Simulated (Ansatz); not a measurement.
# C₄H₆ClFO₂Ti: taking an electron away

The task here is to estimate one member of a computed series from the others.

Computed with Ansatz 0.2.0, Gaussian basis. Level: unrestricted cation, the program's frozen cores in correlated methods.

Levels to be run: UKS PBE-D4/def2-TZVPP; UKS r2SCAN-D4/def2-TZVPP; UKS PBE0-D4/def2-TZVPP; UKS B3LYP-D4/def2-TZVPP; UKS wB97X-V/def2-TZVPP; UKS wB97M-V/def2-TZVPP; UKS B2PLYP/def2-TZVPP; UHF-CCSD(T)/def2-TZVPP; UHF-MP2/def2-QZVPP; extrapolation to the limit; then −ε(HOMO) from the neutral's earlier runs with LDA (SPW92), PBE-D4, revPBE-D4, BLYP-D4, r2SCAN-D4, B97M-V, PBE0-D4, B3LYP-D4, r2SCANh-D4, r2SCAN0-D4, HSE06-D4, BHLYP-D4, CAM-B3LYP-D4, LC-ωPBE, ωB97X-V, ωB97M-V.

### The geometry

All runs share one geometry, relaxed beforehand with PBE0-D4 in a triple-zeta def2 set.

SMILES `[CH3][Ti-]1([F])([Cl])[O]C=CC=[O+]1`, 15 atoms, charge 0, spin multiplicity 1.

Atoms are counted from 1 here; the program's logs count them from 0.

Bond lengths: C1–Ti2 2.056 Å, C1–H10 1.091 Å, C1–H11 1.096 Å, C1–H12 1.090 Å, Ti2–F3 1.765 Å, Ti2–Cl4 2.206 Å, Ti2–O5 2.039 Å, Ti2–O9 1.966 Å, O5–C6 1.256 Å, C6–C7 1.394 Å, C6–H13 1.096 Å, C7–C8 1.381 Å, C7–H14 1.080 Å, C8–O9 1.270 Å, C8–H15 1.094 Å. Angles: Ti2–C1–H10 107.7°, Ti2–C1–H11 106.3°, Ti2–C1–H12 111.2°, H10–C1–H11 109.7°, H10–C1–H12 111.7°, H11–C1–H12 110.1°, C1–Ti2–F3 92.2°, C1–Ti2–Cl4 111.5°, C1–Ti2–O5 83.4°, C1–Ti2–O9 123.1°, F3–Ti2–Cl4 103.3°, F3–Ti2–O5 163.7°, F3–Ti2–O9 87.9°, Cl4–Ti2–O5 92.9°, Cl4–Ti2–O9 123.8°, O5–Ti2–O9 81.5°, Ti2–O5–C6 133.8°, O5–C6–C7 124.5° and more.

Set-up of the first run:

The input, in.yaml:

```yaml
crystal:
  periodic: [false, false, false]
  atoms:
    - {symbol: C, position_ang: [1.934427, -0.778005, -1.093928]}
    - {symbol: Ti, position_ang: [-0.073063, -1.089750, -0.778833]}
    - {symbol: F, position_ang: [0.178921, -2.799312, -0.421387]}
    - {symbol: Cl, position_ang: [-1.192806, -1.129373, -2.679009]}
    - {symbol: O, position_ang: [-0.132055, 0.945066, -0.665438]}
    - {symbol: C, position_ang: [-0.555817, 1.755615, 0.195091]}
    - {symbol: C, position_ang: [-1.127568, 1.388664, 1.411953]}
    - {symbol: C, position_ang: [-1.279410, 0.051891, 1.721659]}
    - {symbol: O, position_ang: [-0.920413, -0.920920, 0.987683]}
    - {symbol: H, position_ang: [2.338548, -1.673853, -1.568614]}
    - {symbol: H, position_ang: [2.384290, -0.650356, -0.102650]}
    - {symbol: H, position_ang: [2.105396, 0.110890, -1.700377]}
    - {symbol: H, position_ang: [-0.464304, 2.820156, -0.049711]}
    - {symbol: H, position_ang: [-1.468833, 2.145617, 2.102895]}
    - {symbol: H, position_ang: [-1.749113, -0.227028, 2.669966]}
basis:
  gaussian: {orbitals: def2-TZVPP}
total_charge: 1
magnetization: {spin_polarized: true, initial_magnetization: 1}
hamiltonian: {xc: pbe, dispersion: d4}
```

The run is started by

```bash
> ansatz run in.yaml --threads 4 --pin off --events-out ev --progress --plain --max-ram 66560MiB --backend cuda --devices 0, --max-vram 37GiB
```

Among the steps run: Cation, UKS PBE-D4/def2-TZVPP; Cation, UKS r2SCAN-D4/def2-TZVPP; Cation, UKS PBE0-D4/def2-TZVPP; Cation, UKS B3LYP-D4/def2-TZVPP; Cation, UKS wB97X-V/def2-TZVPP; Cation, UKS wB97M-V/def2-TZVPP; Cation, UKS B2PLYP (frozen core)/def2-TZVPP; Cation, UHF-CCSD(T)/def2-TZVPP; Cation, UHF-MP2/def2-QZVPP.

One table of the session follows, with a row left open; its other results are not shown here.

Orbital estimates, from the neutral's runs:

| functional | −ε(HOMO) (eV) |
| --- | --- |
| LDA (SPW92) | 6.73 |
| PBE-D4 | 6.59 |
| revPBE-D4 | 6.54 |
| BLYP-D4 | 6.46 |
| r2SCAN-D4 | 6.91 |
| B97M-V | 7.02 |
| PBE0-D4 | 8.01 |
| B3LYP-D4 | ? |
| r2SCANh-D4 | 7.43 |
| r2SCAN0-D4 | 8.19 |
| HSE06-D4 | 7.60 |
| BHLYP-D4 | 9.00 |
| CAM-B3LYP-D4 | 9.29 |
| LC-ωPBE | 10.54 |
| ωB97X-V | 10.22 |
| ωB97M-V | 10.13 |

**Question.** Estimate the row for B3LYP-D4.

Worked estimate for «−ε(HOMO) (eV)». Against the share of exact exchange, BLYP-D4 (0, 6.46), BHLYP-D4 (0.5, 9.00) give a slope of 5.08 per unit share; at 0.2 the line stands at 7.48.

**Answer.** −ε(HOMO) (eV): 7.76. In «−ε(HOMO) (eV)» the line misses by -0.28.
